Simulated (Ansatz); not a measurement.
Crystal: CuNi3.

```
Cu Ni
1.0
    -1.75621    1.75621    3.46918
     1.75621   -1.75621    3.46918
     1.75621    1.75621   -3.46918
Cu Ni
1 3
Direct
  0.00000 0.00000 0.00000
  0.50000 0.50000 0.00000
  0.25000 0.75000 0.50000
  0.75000 0.25000 0.50000
```

The cell comes from a database or a generator and needn't be the stable form of this composition.

| Property | Result |
| --- | --- |
| Program | Ansatz 0.2.0 |
| Task | single point |
| Functional | PBEsol |
| Potentials or basis | all-electron LAPW, scalar-relativistic |
| Cutoff | 318 eV (chosen from the basis error) |
| Basis error allowed | 0.001 eV/atom |
| k mesh | 11 × 11 × 11 |
| Occupations | fermi-dirac, width 0.05 eV |
| Spin | collinear spin, ferromagnetic start |
| Starting moments | [0.6, 1.0, 1.0, 1.0] μB |

On this cell: pressure -2.3 GPa; largest force under 0.003 eV/Å; net moment 1.54 μB per cell; site moments Cu +0.01; Ni +0.55, +0.52 μB; band gap on the k mesh none (metal or under the smearing width).

The same run follows on a disturbed copy (atoms moved at random, drawn with an rms of 0.05 Å):

```
CELL_PARAMETERS angstrom
-1.75621 1.75621 3.46918
1.75621 -1.75621 3.46918
1.75621 1.75621 -3.46918
ATOMIC_POSITIONS crystal
Cu 0.00990 0.99836 0.01444
Ni 0.47618 0.49254 0.98150
Ni 0.24242 0.75623 0.49368
Ni 0.77122 0.25661 0.51498
```

Problem. What does the disturbed cell give?

Solution. The energy (extrapolated to zero smearing) moves by +29.3 meV/atom; pressure -0.7 GPa; largest force 1.212 eV/Å; net moment 1.53 μB per cell; site moments Cu +0.01; Ni +0.55, +0.52 μB; band gap on the k mesh none (metal or under the smearing width).

Forces in eV/Å, atoms in the order of the input:
```
Cu  -0.044 -0.750  0.567
Ni   0.105  0.955  0.740
Ni  -0.122  0.544 -0.491
Ni   0.061 -0.749 -0.816
```

Stress tensor (GPa, compression positive):
```
-0.67 -0.02  0.01
-0.02 -0.97  0.09
 0.01  0.09 -0.45
```
